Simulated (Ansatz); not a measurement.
**CH₁₂O₁₃Si₄: how energies converge with the basis set**

How large a basis does CH₁₂O₁₃Si₄ need? Two functionals are run in growing sets.

Program: Ansatz 0.2.0, Gaussian basis. Level of theory: one geometry, several basis sets. These are calculated values, not measurements.

The runs, in order: PBE0-D4/def2-SVP; ωB97M-V/def2-SVP; PBE0-D4/def2-QZVPP; ωB97M-V/def2-QZVPP; the functionals' def2-TZVPP values are taken from earlier runs.

### 1 Structure used throughout

All runs share one geometry, relaxed beforehand with PBE0-D4 in a triple-zeta def2 set.

30 atoms, charge 0, spin multiplicity 1.

Atoms are counted from 1 here; the program's logs count them from 0.

Bond lengths: C1–O2 1.410 Å, C1–H19 1.091 Å, C1–H20 1.095 Å, C1–H21 1.095 Å, O2–Si3 1.612 Å, Si3–O4 1.635 Å, Si3–O9 1.613 Å, Si3–O14 1.622 Å, O4–Si5 1.627 Å, Si5–O6 1.619 Å, Si5–O7 1.641 Å, Si5–O8 1.628 Å, O6–H22 0.958 Å, O7–H23 0.959 Å, O8–H24 0.981 Å, O9–Si10 1.637 Å, Si10–O11 1.641 Å, Si10–O12 1.615 Å and more. Angles: O2–C1–H19 108.1°, O2–C1–H20 111.2°, O2–C1–H21 111.3°, H19–C1–H20 108.6°, H19–C1–H21 108.7°, H20–C1–H21 108.9°, C1–O2–Si3 124.2°, O2–Si3–O4 110.0°, O2–Si3–O9 107.6°, O2–Si3–O14 110.0°, O4–Si3–O9 110.2°, O4–Si3–O14 107.9°, O9–Si3–O14 111.1°, Si3–O4–Si5 138.2°, O4–Si5–O6 109.5°, O4–Si5–O7 110.5°, O4–Si5–O8 110.1°, O6–Si5–O7 108.3° and more.

### 2 PBE0-D4 in def2-SVP

The input, in.yaml:

```yaml
crystal:
  periodic: [false, false, false]
  atoms:
    - {symbol: C, position_ang: [-1.910782, 2.773819, 1.670734]}
    - {symbol: O, position_ang: [-0.625681, 2.196378, 1.627903]}
    - {symbol: Si, position_ang: [-0.219236, 0.961122, 0.675146]}
    - {symbol: O, position_ang: [-1.072028, -0.370281, 1.090874]}
    - {symbol: Si, position_ang: [-0.954806, -1.984829, 0.928601]}
    - {symbol: O, position_ang: [-2.411896, -2.657054, 1.146313]}
    - {symbol: O, position_ang: [0.069274, -2.601607, 2.052529]}
    - {symbol: O, position_ang: [-0.342238, -2.356634, -0.533279]}
    - {symbol: O, position_ang: [1.359317, 0.694612, 0.870464]}
    - {symbol: Si, position_ang: [2.532646, -0.386789, 0.504083]}
    - {symbol: O, position_ang: [2.104201, -1.168535, -0.873212]}
    - {symbol: O, position_ang: [2.694630, -1.469866, 1.690844]}
    - {symbol: O, position_ang: [3.930245, 0.389435, 0.239477]}
    - {symbol: O, position_ang: [-0.565729, 1.314495, -0.870025]}
    - {symbol: Si, position_ang: [-0.479503, 0.759950, -2.398607]}
    - {symbol: O, position_ang: [1.107182, 0.543700, -2.790864]}
    - {symbol: O, position_ang: [-1.267265, -0.638140, -2.554594]}
    - {symbol: O, position_ang: [-1.052540, 1.873279, -3.428914]}
    - {symbol: H, position_ang: [-1.880068, 3.616819, 2.362009]}
    - {symbol: H, position_ang: [-2.656077, 2.055601, 2.027917]}
    - {symbol: H, position_ang: [-2.214621, 3.139778, 0.684802]}
    - {symbol: H, position_ang: [-3.180356, -2.193926, 0.811665]}
    - {symbol: H, position_ang: [-0.273317, -2.700839, 2.942967]}
    - {symbol: H, position_ang: [0.601712, -2.138654, -0.687507]}
    - {symbol: H, position_ang: [1.944381, -0.604596, -1.653897]}
    - {symbol: H, position_ang: [1.898768, -1.950530, 1.961213]}
    - {symbol: H, position_ang: [4.317111, 0.880723, 0.964846]}
    - {symbol: H, position_ang: [1.589482, 1.311520, -3.103521]}
    - {symbol: H, position_ang: [-1.053088, -1.356765, -1.935132]}
    - {symbol: H, position_ang: [-1.989708, 2.067815, -3.422816]}
basis:
  gaussian: {orbitals: def2-SVP}
hamiltonian: {xc: pbe0, dispersion: d4}
output: {orbitals: {seedname: orbitals}}
```

On the command line:

```console
ansatz run in.yaml --threads 11 --pin off --events-out ev --progress --plain --max-ram 120832MiB --backend cuda --devices 0, --max-vram 75GiB
```

After this run come: ωB97M-V in def2-SVP; PBE0-D4 in def2-QZVPP; ωB97M-V in def2-QZVPP.

Q: Predict the results of all the runs planned. Wanted: PBE0-D4: double and triple zeta above quadruple; ωB97M-V: double and triple zeta above quadruple.

**Answer**, as computed:

| quantity | value |
| --- | --- |
| PBE0-D4: double and triple zeta above quadruple | 50.28, 2.77 eV |
| ωB97M-V: double and triple zeta above quadruple | 50.67, 2.58 eV |

What this shows: For PBE0-D4 the step from double to triple zeta gains 47.51 eV and the next only 2.77 eV. These are total energies; as a rule much of such shifts cancels in differences, which this series doesn't test. The LUMO of ωB97M-V is positive and keeps falling with the basis (2.13 to 0.77 eV): an unbound level that the basis holds in place.
